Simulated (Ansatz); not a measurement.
# TaC+ (quintet): from Hartree-Fock to the top rungs, def2-TZVPP

One table from this session's results is given with a row withheld; the runs are named, their logs left out.

Computed with Ansatz 0.2.0, Gaussian basis. Level: def2-TZVPP, core rule «outside noble gas», up to 5 orbitals frozen.

To be run: UHF; CCSD(T) on ROHF; CCSD(T) on UHF; CCSDT(Q) on ROHF; CCSDT(Q) on UHF.

12 further runs of the same task are left out: 9 for a known fault of the program, 3 set aside as unsound or not needed.

## What is computed

The geometry is a PBE0/def2-TZVP stationary point (not a proven minimum) of the parent state, kept for this charge and spin. No spin-orbit coupling is included. Elements past krypton take def2 core potentials.

2 atoms, charge 1, spin multiplicity 5.

Atoms are counted from 1 here; the program's logs count them from 0.

Bond lengths: Ta1–C2 1.764 Å.

As a file:

```tsv
atom	x (Å)	y (Å)	z (Å)
Ta1	0.0000	0.0000	0.0000
C2	0.0000	0.0000	1.7642
```

The first run:

in.yaml reads:

```yaml
crystal:
  periodic: [false, false, false]
  atoms:
    - {symbol: Ta, position_ang: [0.000000, 0.000000, 0.000000]}
    - {symbol: C, position_ang: [0.000000, 0.000000, 1.764200]}
basis:
  gaussian: {orbitals: def2-TZVPP}
total_charge: 1
magnetization: {spin_polarized: true, initial_magnetization: 4}
hamiltonian: {xc: hf}
output: {orbitals: {seedname: orbitals}}
```

Started as:

```sh
$ ansatz run in.yaml --threads 1 --pin off --events-out ev --progress --plain --max-ram 4096MiB --backend cpu
```

Steps of the session up to this table: UHF; CCSD(T) on ROHF; CCSD(T) on UHF; CCSDT(Q) on ROHF; CCSDT(Q) on UHF.

One table of the session follows, with a row left open; its other results are not shown here.

It belongs to the step «Misses and costs». 

```
   method  from RCCSDT(Q) (kJ/mol)
     ROHF                   +581.7
      UHF                   +559.4
     RMP2                    +65.8
     UMP2                    +76.7
    RCCSD                    +39.8
    UCCSD                    +30.6
 RCCSD(T)                     +5.2
 UCCSD(T)                     -2.4
   RCCSDT                     +2.7
   UCCSDT                     -5.5
RCCSDT(Q)                        0
UCCSDT(Q)                        ?
```

Estimate the missing values for UCCSDT(Q).

The run gave: from RCCSDT(Q) (kJ/mol): -8.4. In the column «from RCCSDT(Q) (kJ/mol)» it is the lowest.

To keep in mind: Restricted and unrestricted rows rest on different reference determinants; where their highest levels disagree by more than a few hundredths of an eV, they describe different states and don't form one ladder.
